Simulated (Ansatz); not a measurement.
# CaIn2Sn2: the cost of one run

Method: reference: DFT PBE, plane waves, PAW, scalar-relativistic, no spin polarisation, in Ansatz 0.2.0.

## (1) The starting structure

The structure is hexagonal, space group P6_3/mmc (No. 194). The conventional cell has a = 4.233 Å, b = 4.233 Å, c = 18.087 Å, α = 90.00°, β = 90.00°, γ = 120.00°. Around In (site symmetry 3m) lie 3 Sn at 2.74 Å and 1 In at 2.82 Å. Around Sn (site symmetry 3m) lie 3 In at 2.74 Å and 3 Ca at 3.08 Å. Ca (site symmetry -3m) has 6 Sn at 3.08 Å as nearest neighbours.

Coordinates:

```cif
data_structure
_symmetry_space_group_name_H-M 'P6_3/mmc'
_symmetry_Int_Tables_number 194
_cell_length_a 4.2326
_cell_length_b 4.2326
_cell_length_c 18.0867
_cell_angle_alpha 90.000
_cell_angle_beta 90.000
_cell_angle_gamma 120.000
_cell_volume 280.61
loop_
_atom_site_label
_atom_site_type_symbol
_atom_site_symmetry_multiplicity
_atom_site_Wyckoff_symbol
_atom_site_fract_x
_atom_site_fract_y
_atom_site_fract_z
_atom_site_occupancy
In1 In 4 f 0.33333 0.66667 0.17198 1
Sn1 Sn 4 f 0.33333 0.66667 0.60362 1
Ca1 Ca 2 a 0.00000 0.00000 0.00000 1
```

## (2) Baseline

File input.yaml:

```yaml
crystal:
  lattice:
    - [4.232608, 0.0, 0.0]
    - [-2.116304, 3.66555, 0.0]
    - [0.0, 0.0, 18.08669]
  atoms:
    - { symbol: In, position: [0.33333, 0.66667, 0.17198] }
    - { symbol: In, position: [0.66667, 0.33333, 0.67198] }
    - { symbol: In, position: [0.33333, 0.66667, 0.32802] }
    - { symbol: In, position: [0.66667, 0.33333, 0.82802] }
    - { symbol: Sn, position: [0.33333, 0.66667, 0.60362] }
    - { symbol: Sn, position: [0.66667, 0.33333, 0.10362] }
    - { symbol: Sn, position: [0.33333, 0.66667, 0.89638] }
    - { symbol: Sn, position: [0.66667, 0.33333, 0.39638] }
    - { symbol: Ca, position: [0.0, 0.0, 0.0] }
    - { symbol: Ca, position: [0.0, 0.0, 0.5] }
  symmetry: { tolerance: 0.0003 }
kpoints:
  mp_grid: { grid: [5, 5, 1], shift: [0, 0, 0] }
magnetization:
  spin_polarized: false
scf:
  occupations: { method: fermi_dirac }
hamiltonian:
  pseudopotentials: { kind: paw }
  xc: pbe
basis:
  ecutwfc: 420
output:
  forces: true
  stress: true
  eigenvalues: true
  write_density: true
  write_potential: true
  elf: true
  volumetric_format: npy
```

Launch:

```
> ansatz run input.yaml --threads 1 --pin off --max-ram 2560MiB --backend cpu --events-out ev --progress --plain --runs-dir out
```

What time and memory should one allow on 1 thread of Intel Xeon 6975P-C (Granite Rapids), shared host?

About 6.6 s, with a peak of 0.67 GiB.
